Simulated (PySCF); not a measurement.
# C7H8: magnetic properties

What do calculations give for the magnetic properties of C7H8 (`C#C[C@@H]1C(=C)[C@@H]1C`)?

Programs: PySCF 2.14.0, with routines of our own; each step states its level. All values are computed. Atoms count from 0.

## (1) The system as given

15 atoms, charge 0, multiplicity 1; geometry from: GFN2-xTB.

## (2) Magnetic properties: GIAO HF/pcSseg-1

What the job is given:

```
{"job": {"kind": "mag", "xc": "HF", "basis": "pcSseg-1", "isotopologues": 2}, "charge": 0, "multiplicity": 1}
C      2.120316    -0.105400    -1.648667
C      0.994164     0.109470    -1.300601
C     -0.342779     0.366526    -0.868691
C     -0.574494     0.920004     0.482190
C     -0.435622     1.937227     1.290493
C     -0.964029    -0.471507     0.255534
C     -0.177634    -1.594016     0.888436
H      3.102339    -0.289532    -1.966487
H     -1.002574     0.688585    -1.669265
H     -0.757512     1.887656     2.318945
H      0.001471     2.867467     0.963555
H     -2.023719    -0.683173     0.150318
H     -0.252292    -2.497628     0.285343
H     -0.563354    -1.808261     1.883722
H      0.871305    -1.319429     0.970815
```

Method: GIAO HF/pcSseg-1 magnetisability, rotational g tensor and spin-rotation constants, non-relativistic, gas phase.

The run is started by

```sh
OMP_NUM_THREADS=1 python excited_run.py task.json out
```

One launch serves the whole session: the jobs run in the order shown.

What it wrote:

```text
final grid: 121432 points
cycle   1  E = -269.4605059837  dE =  1.980e+00  |g| = 4.808e-01  |ddm| = 3.634e+00
cycle   2  E = -269.5376753587  dE = -7.717e-02  |g| = 1.929e-01  |ddm| = 7.905e-01
cycle   3  E = -269.5463270184  dE = -8.652e-03  |g| = 1.004e-01  |ddm| = 2.750e-01
cycle   4  E = -269.5491558817  dE = -2.829e-03  |g| = 2.123e-02  |ddm| = 1.470e-01
cycle   5  E = -269.5492674751  dE = -1.116e-04  |g| = 4.354e-03  |ddm| = 2.280e-02
cycle   6  E = -269.5492745507  dE = -7.076e-06  |g| = 1.543e-03  |ddm| = 8.873e-03
cycle   7  E = -269.5492757104  dE = -1.160e-06  |g| = 6.358e-04  |ddm| = 2.769e-03
cycle   8  E = -269.5492759412  dE = -2.307e-07  |g| = 1.909e-04  |ddm| = 1.526e-03
cycle   9  E = -269.5492759865  dE = -4.532e-08  |g| = 8.737e-05  |ddm| = 5.759e-04
cycle  10  E = -269.5492759962  dE = -9.728e-09  |g| = 3.963e-05  |ddm| = 2.305e-04
cycle  11  E = -269.5492759987  dE = -2.419e-09  |g| = 1.634e-05  |ddm| = 1.390e-04
cycle  12  E = -269.5492759991  dE = -3.901e-10  |g| = 6.468e-06  |ddm| = 5.695e-05
converged SCF energy = -269.5492759991

Magnetisability tensor (1e-30 J/T^2)
    -1383.82      108.51      -47.80
      108.51    -1149.33       25.19
      -47.80       25.19    -1132.03
isotropic -1221.73   principal values   -1435.82  -1124.52  -1104.84
isotropic susceptibility -73.574 1e-6 cm^3/mol

Inertial axes            a          b          c
rot. const./GHz      3.6458     2.3138     1.7159
chi total           -73.753    -67.623    -79.346
chi diamagnetic    -441.162   -610.237   -801.048
chi paramagnetic    367.410    542.614    721.702
quadrupole/D A        2.215     -1.348     -0.866
g nuclear            0.6272     0.5841     0.5868
g electronic        -0.6293    -0.5898    -0.5818
g total             -0.0021    -0.0057     0.0050

Spin-rotation constants (kHz, H = +C I.J)
atom  isotope        aa         bb         cc
  7     1H       -0.073     -0.264     -0.150
  8     1H       -0.388     -0.231      0.007
  9     1H        0.123     -0.207     -0.122
 10     1H       -0.334      0.165     -0.180
 11     1H       -0.300     -0.186     -0.073
 12     1H       -0.253     -0.091     -0.150
 13     1H       -0.074     -0.198     -0.157
 14     1H       -0.296     -0.197     -0.066
  0    13C*       0.352      0.708      0.411
  1    13C*       0.278      0.819      0.477
  2    13C*       0.495      0.266      0.130
  3    13C*       1.366      0.986      0.286
  4    13C*       1.069      0.803      0.270
  5    13C*       0.395      0.408      0.141
  6    13C*       0.480      0.291      0.213
* in the singly substituted isotopologue

Isotopologues: g along a, b, c
2H    at 7,8,9,10,11,12    -0.0016    -0.0049     0.0042
13C   at 0                 -0.0020    -0.0055     0.0049
```

It took 16 s on 1 thread of Arm Neoverse N1, shared host; peak memory 0.82 GiB.

Key values:

```tsv
quantity	value
magnetisability	-1222·10⁻³⁰ J/T²
molar susceptibility	-73.6·10⁻⁶ cm³/mol
rotational g (a, b, c)	-0.0021, -0.0057, 0.0050
```

## (3) Magnetic properties: common gauge origin HSE06/pcSseg-0

The job, as its differences from that of step 2:

```diff
@@ -1,2 +1,2 @@
-{"job": {"kind": "mag", "xc": "HF", "basis": "pcSseg-1", "isotopologues": 2}, "charge": 0, "multiplicity": 1}
+{"job": {"kind": "mag", "xc": "HSE06", "basis": "pcSseg-0", "gauge": [0, 0, 0], "scf": {"guess": "vsap"}}, "charge": 0, "multiplicity": 1}
 C      2.120316    -0.105400    -1.648667
```

Method: common gauge origin HSE06/pcSseg-0 magnetisability, rotational g tensor and spin-rotation constants, non-relativistic, gas phase.

What it wrote:

```text
final grid: 121432 points
cycle   1  E = -264.0182762836  dE =  5.101e+00  |g| = 3.870e+00  |ddm| = 1.709e+01
cycle   2  E = -238.2366984306  dE =  2.578e+01  |g| = 8.979e+00  |ddm| = 2.208e+01
cycle   3  E = -268.4454683899  dE = -3.021e+01  |g| = 2.681e+00  |ddm| = 1.308e+01
cycle   4  E = -270.1376012609  dE = -1.692e+00  |g| = 1.210e+00  |ddm| = 4.614e+00
cycle   5  E = -270.4373225694  dE = -2.997e-01  |g| = 5.139e-01  |ddm| = 1.837e+00
cycle   6  E = -270.5104242625  dE = -7.310e-02  |g| = 1.134e-01  |ddm| = 6.996e-01
cycle   7  E = -270.5134820756  dE = -3.058e-03  |g| = 4.682e-02  |ddm| = 2.032e-01
cycle   8  E = -270.5139223731  dE = -4.403e-04  |g| = 2.024e-02  |ddm| = 6.681e-02
cycle   9  E = -270.5140270745  dE = -1.047e-04  |g| = 5.960e-03  |ddm| = 2.762e-02
cycle  10  E = -270.5140371319  dE = -1.006e-05  |g| = 1.064e-03  |ddm| = 1.064e-02
cycle  11  E = -270.5140375445  dE = -4.126e-07  |g| = 1.716e-04  |ddm| = 2.621e-03
cycle  12  E = -270.5140375512  dE = -6.650e-09  |g| = 8.686e-05  |ddm| = 4.705e-04
cycle  13  E = -270.5140375530  dE = -1.824e-09  |g| = 1.679e-05  |ddm| = 9.508e-05
cycle  14  E = -270.5140375531  dE = -7.208e-11  |g| = 4.882e-06  |ddm| = 3.626e-05
converged SCF energy = -270.5140375531

Magnetisability tensor (1e-30 J/T^2)
    -6367.89     -229.81    -1660.00
     -229.81    -6040.57      619.15
    -1660.00      619.15    -6087.35
isotropic -6165.27   principal values   -7928.64  -6227.51  -4339.67
isotropic susceptibility -371.281 1e-6 cm^3/mol

Inertial axes            a          b          c
rot. const./GHz      3.6458     2.3138     1.7159
chi total          -262.285   -375.703   -475.856
chi diamagnetic    -440.387   -609.506   -800.221
chi paramagnetic    178.102    233.804    324.365
quadrupole/D A        2.219     -1.269     -0.949
g nuclear            0.6272     0.5841     0.5868
g electronic        -0.3050    -0.2541    -0.2615
g total              0.3221     0.3300     0.3253

Spin-rotation constants (kHz, H = +C I.J)
atom  isotope        aa         bb         cc
  7     1H        0.085      1.691      1.187
  8     1H        0.268     -0.368     -0.459
  9     1H       -0.176      1.166      0.336
 10     1H        1.235     -0.204      0.179
 11     1H       -0.284      0.099     -0.099
 12     1H        0.777     -0.629      0.225
 13     1H        0.718     -0.010      0.261
 14     1H       -1.066     -0.504     -0.924
  0    13C*       0.290      0.844      0.506
  1    13C*       0.109      0.376      0.176
  2    13C*       0.284     -0.126     -0.146
  3    13C*       0.872      0.659      0.064
  4    13C*       1.047      0.876      0.195
  5    13C*      -0.078      0.208     -0.057
  6    13C*       0.229      0.106      0.069
* in the singly substituted isotopologue
```

Wall time 16 s (1 thread of Arm Neoverse N1, shared host); peak memory 0.5 GiB.

It converged, yet the result is unsound: a common gauge origin replaces GIAOs, so the magnetic properties depend on where the origin lies.

## (4) Summary of results

```
                                         quantity                               value
       magnetisability (step 2, GIAO HF/pcSseg-1)                    -1222·10⁻³⁰ J/T²
  molar susceptibility (step 2, GIAO HF/pcSseg-1)                  -73.6·10⁻⁶ cm³/mol
rotational g (a, b, c) (step 2, GIAO HF/pcSseg-1)            -0.0021, -0.0057, 0.0050
                                             runs  0 failed, 1 ended on unsound input
```

**Reading.** The values above hold for this geometry and these levels alone. Vibrational averaging and real surroundings are missing from these values.
